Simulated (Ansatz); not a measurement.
# Cl3F2HOW: the cost of one run

Computed with Ansatz 0.2.0, Gaussian basis. Level: r2SCAN/def2-SVP with D4 dispersion.

**1. The geometry**

The structure was relaxed beforehand with PBE0-D4 in a triple-zeta def2 set. W takes the def2 core potential; no spin-orbit term is included.

SMILES `[OH][W]([F])([F])([Cl])([Cl])[Cl]`, 8 atoms, charge 0, spin multiplicity 1.

Atoms are counted from 1 here; the program's logs count them from 0.

Bond lengths: O1–W2 1.848 Å, O1–H8 0.961 Å, W2–F3 1.848 Å, W2–F4 1.848 Å, W2–Cl5 2.283 Å, W2–Cl6 2.328 Å, W2–Cl7 2.273 Å. Angles: W2–O1–H8 133.1°, O1–W2–F3 92.2°, O1–W2–F4 92.2°, O1–W2–Cl5 170.4°, O1–W2–Cl6 83.9°, O1–W2–Cl7 93.4°, F3–W2–F4 174.7°, F3–W2–Cl5 88.1°, F3–W2–Cl6 91.7°, F3–W2–Cl7 88.4°, F4–W2–Cl5 88.1°, F4–W2–Cl6 91.7°, F4–W2–Cl7 88.4°, Cl5–W2–Cl6 86.5°, Cl5–W2–Cl7 96.2°, Cl6–W2–Cl7 177.3°.

**2. The run**

File in.yaml:

```yaml
crystal:
  periodic: [false, false, false]
  atoms:
    - {symbol: O, position_ang: [-0.582690, -1.364412, 0.582923]}
    - {symbol: W, position_ang: [0.219176, 0.143334, -0.123612]}
    - {symbol: F, position_ang: [0.948232, 0.607205, 1.510314]}
    - {symbol: F, position_ang: [-0.369551, -0.256660, -1.829434]}
    - {symbol: Cl, position_ang: [0.881433, 2.180937, -0.911873]}
    - {symbol: Cl, position_ang: [-1.802859, 1.167229, 0.409070]}
    - {symbol: Cl, position_ang: [2.154372, -0.948261, -0.605205]}
    - {symbol: H, position_ang: [-1.448114, -1.529372, 0.967807]}
basis:
  gaussian: {orbitals: def2-SVP}
hamiltonian: {xc: {name: r2SCAN}, dispersion: d4}
md: {timestep: 0.5 fs, n_steps: 20, ensemble: nve, temperature: 1500, initial_velocities: maxwell_boltzmann, seed: 581}
```

Command:

```
ansatz run in.yaml --threads 4 --pin off --events-out ev --progress --plain --max-ram 11315MiB
```

Q: Estimate wall time and peak memory on 4 threads of Intel Xeon Platinum 8488C, shared host.

About 60 s, with a peak of 0.27 GiB.
